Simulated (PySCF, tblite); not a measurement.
**C3H9NOSi3: geometry, infrared bands and NMR shifts**

Wanted: the infrared bands and NMR shifts of C3H9NOSi3 (`N#C[Si@H]1C[Si@H](O[SiH3])C1`), by calculation.

Programs: tblite 0.8.0 and PySCF 2.14.0, with density-fitted response routines of our own. Each step states its level of theory. These are calculated values for one molecule in the gas phase, unless marked as measured. Atoms count from 0, in the outputs and in this text.

## Step 1: The molecule as given

17 atoms, charge 0, multiplicity 1; geometry from: force field or distance geometry start.

Bonds of the start (Å): N0–C1 1.15, C1–Si2 1.87, Si2–C3 1.91, C3–Si4 1.91, Si4–O5 1.64, O5–Si6 1.66, Si4–C7 1.89, C7–Si2 1.90, Si2–H8 1.49, C3–H9 1.09, C3–H10 1.08, Si4–H11 1.48, Si6–H12 1.48, Si6–H13 1.48, Si6–H14 1.49, C7–H15 1.10, C7–H16 1.09.

## Step 2: Geometry optimisation with GFN2-xTB

The job: settings as JSON, then the geometry in Å.

```
{"job": {"kind": "relax", "xc": "GFN2-xTB", "basis": "xTB"}, "charge": 0, "multiplicity": 1}
N     -3.641300     2.125500     1.264500
C     -3.115200     1.265000     0.705100
Si    -2.205900    -0.128600    -0.158200
C     -0.673600     0.408700    -1.162800
Si     0.295200     0.064500     0.447100
O      1.789200    -0.583800     0.228600
Si     3.332800    -0.109100    -0.162500
C     -1.048300    -1.165400     0.936100
H     -3.112500    -0.985400    -0.973400
H     -0.436200    -0.280800    -1.969000
H     -0.675100     1.435000    -1.499200
H      0.327400     1.240300     1.337800
H      4.206500    -1.302600    -0.206900
H      3.319200     0.555400    -1.485100
H      3.832800     0.841200     0.868300
H     -1.311200    -1.190700     2.005000
H     -0.890900    -2.177200     0.554100
```

Command:

```console
> OMP_NUM_THREADS=1 python probes_run.py task.json out
```

This one command runs all jobs of the session in turn.

Log:

```text
step      E/eV     max force
  0    -631.15431    1.456
  1    -631.21680    2.672
  2    -631.24927    1.936
  3    -631.30797    0.605
  4    -631.33496    0.557
  5    -631.35812    0.550
  6    -631.37085    0.295
  7    -631.38326    0.211
  8    -631.39179    0.192
  9    -631.39835    0.185
 10    -631.40316    0.189
 11    -631.40858    0.201
 12    -631.41501    0.229
 13    -631.42033    0.198
 14    -631.42331    0.118
 15    -631.42510    0.093
 16    -631.42669    0.105
 17    -631.42823    0.128
 18    -631.42975    0.105
 19    -631.43130    0.092
 20    -631.43280    0.116
 21    -631.43408    0.112
 22    -631.43515    0.094
 23    -631.43636    0.086
 24    -631.43815    0.123
 25    -631.44046    0.158
 26    -631.44278    0.147
 27    -631.44487    0.124
 28    -631.44707    0.119
 29    -631.44954    0.136
 30    -631.45196    0.141
 31    -631.45388    0.103
 32    -631.45525    0.101
 33    -631.45642    0.104
 34    -631.45745    0.081
 35    -631.45828    0.092
 36    -631.45905    0.089
 37    -631.45993    0.090
 38    -631.46090    0.086
 39    -631.46184    0.086
 40    -631.46271    0.079
 41    -631.46379    0.082
 42    -631.46563    0.134
 43    -631.46864    0.160
 44    -631.47193    0.164
 45    -631.47447    0.146
 46    -631.47705    0.094
 47    -631.47892    0.097
 48    -631.48082    0.123
 49    -631.48325    0.130
 50    -631.48655    0.164
 51    -631.49051    0.130
 52    -631.49371    0.374
 53    -631.49486    0.479
 54    -631.49723    0.104
 55    -631.49863    0.183
 56    -631.49999    0.270
 57    -631.50155    0.167
 58    -631.50346    0.177
 59    -631.50516    0.107
 60    -631.50592    0.091
 61    -631.50645    0.077
 62    -631.50708    0.094
 63    -631.50796    0.173
 64    -631.50903    0.128
 65    -631.51045    0.097
 66    -631.51102    0.114
 67    -631.51182    0.091
 68    -631.51277    0.138
 69    -631.51379    0.109
 70    -631.51454    0.196
 71    -631.51488    0.350
 72    -631.51589    0.065
 73    -631.51637    0.055
 74    -631.51725    0.112
 75    -631.51777    0.115
 76    -631.51854    0.078
 77    -631.51930    0.074
 78    -631.52006    0.086
 79    -631.52037    0.061
 80    -631.52064    0.088
 81    -631.52097    0.040
 82    -631.52139    0.039
 83    -631.52161    0.038
 84    -631.52197    0.066
 85    -631.52237    0.085
 86    -631.52290    0.095
 87    -631.52350    0.102
 88    -631.52405    0.090
 89    -631.52452    0.063
 90    -631.52488    0.055
 91    -631.52507    0.082
 92    -631.52540    0.056
 93    -631.52576    0.055
 94    -631.52643    0.093
 95    -631.52709    0.103
 96    -631.52788    0.133
 97    -631.52851    0.065
 98    -631.52882    0.164
 99    -631.52923    0.062
100    -631.52944    0.076
101    -631.52972    0.033
102    -631.53002    0.046
103    -631.53037    0.061
104    -631.53089    0.058
105    -631.53129    0.070
106    -631.53151    0.035
107    -631.53164    0.044
108    -631.53180    0.039
109    -631.53190    0.091
110    -631.53208    0.067
111    -631.53219    0.025
112    -631.53226    0.019
113    -631.53232    0.018
114    -631.53240    0.020
115    -631.53249    0.028
116    -631.53257    0.036
117    -631.53264    0.046
118    -631.53273    0.040
119    -631.53282    0.029
120    -631.53289    0.018
121    -631.53295    0.019
122    -631.53301    0.020
123    -631.53311    0.021
124    -631.53324    0.023
125    -631.53336    0.032
126    -631.53347    0.053
127    -631.53359    0.036
128    -631.53375    0.069
129    -631.53399    0.058
130    -631.53427    0.029
131    -631.53443    0.034
132    -631.53465    0.037
133    -631.53492    0.041
134    -631.53536    0.074
135    -631.53552    0.091
136    -631.53601    0.050
137    -631.53618    0.034
138    -631.53647    0.035
139    -631.53673    0.033
140    -631.53712    0.034
141    -631.53740    0.044
142    -631.53770    0.046
143    -631.53801    0.052
144    -631.53837    0.048
145    -631.53869    0.065
146    -631.53892    0.056
147    -631.53920    0.067
148    -631.53952    0.046
149    -631.53976    0.052
150    -631.54015    0.051
151    -631.54049    0.046
152    -631.54074    0.041
153    -631.54091    0.035
154    -631.54109    0.031
155    -631.54131    0.042
156    -631.54161    0.049
157    -631.54202    0.044
158    -631.54251    0.048
159    -631.54271    0.060
160    -631.54297    0.057
161    -631.54317    0.055
162    -631.54347    0.046
163    -631.54378    0.055
164    -631.54412    0.061
165    -631.54443    0.056
166    -631.54485    0.049
167    -631.54548    0.039
168    -631.54591    0.039
169    -631.54620    0.051
170    -631.54638    0.033
171    -631.54655    0.039
172    -631.54674    0.031
173    -631.54697    0.091
174    -631.54720    0.052
175    -631.54743    0.031
176    -631.54757    0.026
177    -631.54771    0.020
178    -631.54779    0.029
179    -631.54788    0.025
180    -631.54799    0.026
181    -631.54814    0.031
182    -631.54830    0.033
183    -631.54845    0.036
184    -631.54862    0.038
185    -631.54882    0.038
186    -631.54908    0.043
187    -631.54938    0.049
188    -631.54972    0.056
189    -631.55008    0.041
190    -631.55049    0.088
191    -631.55095    0.099
192    -631.55142    0.106
193    -631.55188    0.085
194    -631.55223    0.080
195    -631.55242    0.037
196    -631.55253    0.049
197    -631.55260    0.017
198    -631.55267    0.026
199    -631.55276    0.028
200    -631.55289    0.039
201    -631.55298    0.050
202    -631.55315    0.027
203    -631.55332    0.030
204    -631.55343    0.037
205    -631.55349    0.029
206    -631.55357    0.030
207    -631.55364    0.018
208    -631.55368    0.024
209    -631.55371    0.012
210    -631.55373    0.008
```

Run time: 2.4 s. Hardware: 1 thread of Intel Xeon Platinum 8559C, shared host; peak memory 0.18 GiB.

Along the way: (not every step is listed)

```csv
step,energy from step 0 (eV),largest force (eV/Å)
0,0.0000,1.4561
1,-0.0625,2.6724
2,-0.0950,1.9359
3,-0.1537,0.6045
4,-0.1807,0.5571
5,-0.2038,0.5500
6,-0.2165,0.2950
7,-0.2289,0.2113
8,-0.2375,0.1917
27,-0.2906,0.1236
46,-0.3227,0.0936
65,-0.3561,0.0975
84,-0.3677,0.0655
103,-0.3761,0.0606
122,-0.3787,0.0200
141,-0.3831,0.0439
160,-0.3887,0.0569
179,-0.3936,0.0248
198,-0.3984,0.0261
205,-0.3992,0.0295
206,-0.3993,0.0299
207,-0.3993,0.0177
208,-0.3994,0.0237
209,-0.3994,0.0120
210,-0.3994,0.0083
```

Distances of close pairs at the start and the end, largest changes first:

```csv
bond,before (Å),after (Å),change (Å)
O5–Si6,1.662,1.621,-0.040
Si4–C7,1.886,1.920,+0.034
Si6–H14,1.488,1.459,-0.030
Si2–H8,1.490,1.465,-0.025
Si4–O5,1.643,1.623,-0.020
Si4–H11,1.475,1.456,-0.020
Si6–H13,1.480,1.462,-0.018
Si6–H12,1.480,1.465,-0.015
```

The final coordinates are the input of the step that follows.

## Step 3: Harmonic vibrations with GFN2-xTB

The job: settings as JSON, then the geometry in Å.

```
{"job": {"kind": "ir", "xc": "GFN2-xTB", "basis": "xTB"}, "charge": 0, "multiplicity": 1}
N     -4.571193     0.178254     0.161803
C     -3.461421    -0.062970     0.009582
Si    -1.647150    -0.440173    -0.229255
C     -0.655293     1.092974    -0.804941
Si     0.502253     0.952808     0.719726
O      1.941006     0.317619     0.318782
Si     2.856155    -0.729422    -0.514545
C     -0.672670    -0.394580     1.418734
H     -1.577238    -1.654116    -1.047020
H     -0.169252     1.001424    -1.772363
H     -1.243171     2.006579    -0.831788
H      0.852722     2.128080     1.503589
H      2.133006    -1.996407    -0.643309
H      3.100864    -0.135022    -1.827576
H      4.065067    -0.857856     0.291563
H     -1.264335    -0.067601     2.269752
H     -0.196348    -1.327561     1.706869
```

Log:

```text
mode    cm-1     km/mol
  1       7.4      0.11
  2      24.6      2.37
  3      41.9      0.53
  4      66.9      4.09
  5      92.2     10.72
  6     132.3      1.13
  7     204.1      2.89
  8     223.2     19.94
  9     311.3      8.52
 10     320.3      0.01
 11     348.0      1.05
 12     514.2      0.19
 13     540.8     86.37
 14     543.6     13.49
 15     592.9      4.98
 16     595.6      6.51
 17     607.2     43.25
 18     613.4     34.01
 19     616.4    118.24
 20     646.4     23.28
 21     665.9      0.93
 22     695.6    111.48
 23     747.7    641.79
 24     756.9     49.30
 25     768.1    391.21
 26     784.6    249.96
 27     790.6     52.26
 28     820.2    319.02
 29     904.0      0.77
 30     950.6      5.76
 31    1073.4    245.45
 32    1081.7    556.65
 33    1082.4      0.51
 34    1452.8     13.15
 35    1455.0      1.28
 36    2232.1    167.62
 37    2240.4    470.22
 38    2264.0    267.81
 39    2294.3    212.34
 40    2317.3    416.18
 41    2350.8     38.82
 42    3010.7      1.28
 43    3014.1     68.96
 44    3019.6      2.77
 45    3020.2     20.17
```

Wall time 1 s (1 thread of Intel Xeon Platinum 8559C, shared host); peak memory 0.18 GiB.

Which atoms move in the most intense modes:

```csv
cm⁻¹,km/mol,atoms
748,641.8,"Si4 17 %, H11 14 %, Si2 13 %"
768,391.2,"H14 31 %, H13 23 %, C3 12 %"
785,250.0,"H12 43 %, H13 22 %, C7 11 %"
820,319.0,"H13 27 %, H12 26 %, H14 25 %, Si6 15 %"
1082,556.6,O5 43 %
2240,470.2,"H8 72 %, H12 20 %"
2264,267.8,H13 85 %
2317,416.2,H11 96 %
```

## Step 4: NMR shieldings: PBE0/pcSseg-1

Same as in step 3 but for these lines:

```diff
@@ -1,2 +1,2 @@
-{"job": {"kind": "ir", "xc": "GFN2-xTB", "basis": "xTB"}, "charge": 0, "multiplicity": 1}
+{"job": {"kind": "nmr", "xc": "PBE0", "basis": "pcSseg-1"}, "charge": 0, "multiplicity": 1}
 N     -4.571193     0.178254     0.161803
```

Level: GIAO PBE0/pcSseg-1 NMR shielding, non-relativistic, gas phase.

Log:

```text
coarse grid: 15864 points
cycle   1  E = -1117.3304580731  dE =  8.311e-01  |g| = 9.061e-01  |ddm| = 3.914e+00
cycle   2  E = -1117.0437540491  dE =  2.867e-01  |g| = 1.488e+00  |ddm| = 1.960e+00
cycle   3  E = -1117.4817934312  dE = -4.380e-01  |g| = 2.434e-01  |ddm| = 1.413e+00
cycle   4  E = -1117.4930203947  dE = -1.123e-02  |g| = 9.693e-02  |ddm| = 1.949e-01
cycle   5  E = -1117.4947582636  dE = -1.738e-03  |g| = 4.013e-02  |ddm| = 8.335e-02
cycle   6  E = -1117.4950929279  dE = -3.347e-04  |g| = 6.329e-03  |ddm| = 3.235e-02
cycle   7  E = -1117.4951034148  dE = -1.049e-05  |g| = 1.360e-03  |ddm| = 8.056e-03
cycle   8  E = -1117.4951038743  dE = -4.594e-07  |g| = 2.368e-04  |ddm| = 1.560e-03
final grid: 139952 points
cycle   9  E = -1117.5506347895  dE = -1.745e-05  |g| = 9.045e-03  |ddm| = 2.144e-02
cycle  10  E = -1117.5506142471  dE =  2.054e-05  |g| = 1.362e-02  |ddm| = 1.828e-02
cycle  11  E = -1117.5506514004  dE = -3.715e-05  |g| = 1.170e-03  |ddm| = 1.144e-02
cycle  12  E = -1117.5506516511  dE = -2.507e-07  |g| = 3.982e-04  |ddm| = 1.074e-03
cycle  13  E = -1117.5506516780  dE = -2.696e-08  |g| = 2.075e-04  |ddm| = 3.496e-04
cycle  14  E = -1117.5506516868  dE = -8.755e-09  |g| = 4.543e-05  |ddm| = 1.326e-04
cycle  15  E = -1117.5506516872  dE = -4.584e-10  |g| = 1.092e-05  |ddm| = 4.332e-05
converged SCF energy = -1117.5506516872

GIAO shielding tensors (ppm)
atom      isotropic    diamagn.    paramagn.     s11        s22        s33       span
  0 N      -97.340     337.294    -434.634   -289.119   -286.973    284.073    573.192
  1 C       60.921     262.327    -201.406    -54.315    -52.745    289.822    344.136
  2 Si     393.594     880.916    -487.322    355.285    397.480    428.016     72.731
  3 C      174.561     262.516     -87.955    150.058    181.326    192.299     42.241
  4 Si     349.704     880.707    -531.002    320.030    342.017    387.066     67.036
  5 O      298.535     400.698    -102.162    219.412    325.888    350.307    130.895
  6 Si     392.517     879.898    -487.380    353.860    363.254    460.439    106.579
  7 C      174.243     262.378     -88.135    147.712    182.574    192.443     44.731
  8 H       26.586      29.249      -2.663     23.210     25.180     31.369      8.160
  9 H       30.763      33.500      -2.737     26.628     28.240     37.420     10.793
 10 H       30.558      31.545      -0.987     26.315     28.628     36.731     10.416
 11 H       26.000      29.229      -3.229     21.827     24.475     31.697      9.869
 12 H       26.570      30.818      -4.248     22.838     26.102     30.772      7.934
 13 H       26.547      29.471      -2.924     23.095     24.978     31.568      8.473
 14 H       26.565      28.226      -1.662     22.917     24.675     32.102      9.184
 15 H       30.533      31.258      -0.725     26.253     28.656     36.691     10.438
 16 H       30.723      33.001      -2.278     26.704     28.122     37.344     10.639
```

Run time: 50 s. Hardware: 1 thread of Intel Xeon Platinum 8559C, shared host; peak memory 0.93 GiB.

Shifts follow as δ = σ(reference) − σ, with reference shieldings (ppm) from runs at the same level and on the same kind of geometry: ¹H TMS 31.72, ¹³C TMS 186.9, ²⁹Si TMS 349.2, ¹⁵N NH3 267.7, ¹⁷O H2O 336.1. The references are single molecules in the gas phase, so shifts against H2O, NH3, PH3, H3PO4 or CFCl3 are not on the usual liquid scales and can be off by tens of ppm. Atoms listed in one row are averaged.

```csv
atoms,environment,σ (ppm),δ (ppm),δ scaled to CDCl3
C1,nitrile carbon,60.9,126.0,121.1
"C3, C7",sp3 CH2 bonded to 2 Si,174.4,12.5,10.3
H11,"hydrogen on a silicon bonded to 2 C, O, in a 4-membered ring",26.00,5.72,–
"H12, H13, H14",hydrogen on a silicon bonded to O,26.56,5.16,–
H8,"hydrogen on a silicon bonded to 3 C, in a 4-membered ring",26.59,5.13,–
"H10, H15",hydrogen on an sp3 CH2 bonded to 2 Si,30.55,1.17,1.21
"H9, H16",hydrogen on an sp3 CH2 bonded to 2 Si,30.74,0.97,1.02
N0,nitrile nitrogen,-97.3,365.1,–
Si4,"silicon bonded to 2 C, O, H, in a 4-membered ring",349.7,-0.5,–
Si6,"silicon bonded to O, 3 H",392.5,-43.4,–
Si2,"silicon bonded to 3 C, H, in a 4-membered ring",393.6,-44.4,–
O5,oxygen bonded to 2 Si,298.5,37.5,–
```

The scaled column applies a straight-line fit of computed shieldings to shifts measured in CDCl3 (root-mean-square error 0.16 ppm for H, 1.9 ppm for C).

The run also stored atomic charges by several schemes (e):

```csv
atoms,Mulliken,IAO,Hirshfeld,ESP fit
N0,-0.21,-0.20,-0.20,-0.39
C1,-0.20,-0.15,-0.03,0.16
Si2,0.87,0.90,0.41,0.59
"C3, C7",-0.87,-0.86,-0.26,-0.72
Si4,1.08,1.15,0.44,0.90
O5,-0.73,-0.88,-0.30,-0.52
Si6,0.71,0.88,0.40,0.58
```

Mayer bond orders: N0–C1 2.92, C1–Si2 0.82, Si2–C3 0.94, C3–Si4 0.87, Si4–O5 0.94, O5–Si6 0.93, Si4–C7 0.87, C7–Si2 0.94.

Ring of atoms Si2, C3, Si4, C7: NICS(0) 0.7, NICS(1) -1.4, NICS(1)zz 3.5 ppm (means of both faces).

The fields below are evaluated on a grid from the run's orbitals.

Frontier orbitals at PBE0/pcSseg-1, with the share of their density that lies nearest to each atom:

```csv
orbital,energy (eV),lies on
HOMO,-8.37,C7 23 %; O5 20 %; C3 15 %
LUMO,-0.76,C1 20 %; N0 20 %; Si2 18 %
```

ELF in a plane through or near 6 of the atoms.

Ten even steps from '0' (0.00) to '9' (1.00):
```
0000000000000000000000000000
0000000000000000000000000000
0000000000000000000000000000
0000000000000331000000000000
0000000000003994110000000000
0000144100005998430000000000
0000799500002997530001000000
0004999831100465861143443000
0005999812310258863666677200
0003999251420025117838599500
0000255371320012657748489600
0000015411200137116858688400
0000029997000247853566676100
0000069999002874430022220000
0000059999004995110000000000
0000007994001882000000000000
0000000110000220000000000000
0000000000000000000000000000
0000000000000000000000000000
0000000000000000000000000000
```
The map spans 14.3 Å across and 9.3 Å up, centred on the molecule. Atoms in the plane (x, y in Å): N0 (4.6, -0.2), C1 (3.4, -0.2), Si6 (-3.0, -0.1), H13 (-3.3, -1.5), H14 (-4.1, 0.7), H16 (0.2, 2.0).

log10 of the density (e/Å³) in the same plane.

Values, 10 rows by 14 columns:
```
-4.0 -4.0 -4.0 -4.0 -4.0 -4.0 -4.0 -4.0 -4.0 -4.0 -4.0 -4.0 -4.0 -4.0
-4.0 -4.0 -4.0 -4.0 -4.0 -4.0 -3.2 -2.5 -2.7 -3.4 -4.0 -4.0 -4.0 -4.0
-4.0 -4.0 -3.3 -2.9 -3.2 -3.3 -1.9 -0.9 -1.4 -2.2 -3.5 -4.0 -4.0 -4.0
-4.0 -3.4 -2.0 -1.3 -1.7 -2.0 -1.3  0.2 -0.3 -1.5 -2.0 -2.1 -2.8 -4.0
-4.0 -3.0 -1.2  0.0 -0.5 -0.8 -1.3 -0.5 -0.1 -0.7 -0.4 -0.4 -1.2 -2.9
-4.0 -3.3 -1.7 -0.5  1.7 -0.6 -1.4 -0.9  1.0 -0.2  1.4  2.3 -0.6 -2.4
-4.0 -3.8 -2.3 -0.7  0.0 -1.3 -1.7 -0.7 -0.4 -0.9 -0.6 -0.6 -1.3 -3.0
-4.0 -4.0 -2.7 -1.2 -0.8 -2.1 -1.6 -0.7 -1.4 -2.1 -2.2 -2.3 -3.0 -4.0
-4.0 -4.0 -3.5 -2.7 -2.5 -3.1 -2.7 -2.1 -2.5 -3.3 -4.0 -4.0 -4.0 -4.0
-4.0 -4.0 -4.0 -4.0 -4.0 -4.0 -4.0 -3.9 -4.0 -4.0 -4.0 -4.0 -4.0 -4.0
```
The map spans 14.3 Å across and 9.3 Å up, centred on the molecule. Atoms in the plane (x, y in Å): N0 (4.6, -0.2), C1 (3.4, -0.2), Si6 (-3.0, -0.1), H13 (-3.3, -1.5), H14 (-4.1, 0.7), H16 (0.2, 2.0).

On the surface of density 0.002 e/bohr³ the electrostatic potential runs, from the 1st to the 99th percentile, from -1.67 V near N0 to 1.68 V near H12.

## Step 5: Results

| quantity | value |
| --- | --- |
| strongest single infrared mode (GFN2-xTB) | 748 cm⁻¹, 642 km/mol |
| zero-point energy (GFN2-xTB) | 67.0 kcal/mol |
| ¹³C shifts against TMS (PBE0/pcSseg-1, means over atoms taken as alike) | 126.0, 12.5 ppm |
| ¹H shifts against TMS (PBE0/pcSseg-1, means over atoms taken as alike) | 5.72, 5.16, 5.13, 1.17, 0.97 ppm |
| ¹⁵N shifts against NH3 (PBE0/pcSseg-1) | 365.1 ppm |
| ²⁹Si shifts against TMS (PBE0/pcSseg-1) | -0.5, -43.4, -44.4 ppm |
| ¹⁷O shifts against H2O (PBE0/pcSseg-1) | 37.5 ppm |
| surface potential, 1st and 99th percentile | -1.67 V and 1.68 V |

The optimisation took 210 steps and gained 0.399 eV; among the close pairs (by a distance rule), O5–Si6 changed most, from 1.662 to 1.621 Å. All 45 modes are real, so the xTB geometry is a minimum. The strongest single mode, at 748 cm⁻¹, has its largest shares on Si4, H11 and Si2 (the list is cut at 3 atoms). GFN2-xTB is a fitted tight-binding method: band positions and strengths are rough. Its intensities can rank the bands wrongly. At PBE0/pcSseg-1: Shielding is most anisotropic at N0 (span 573 ppm, paramagnetic term -435 ppm). By nearest atom (PBE0/pcSseg-1), the HOMO sits on C7 23 %; O5 20 % and the LUMO on C1 20 %; N0 20 %.
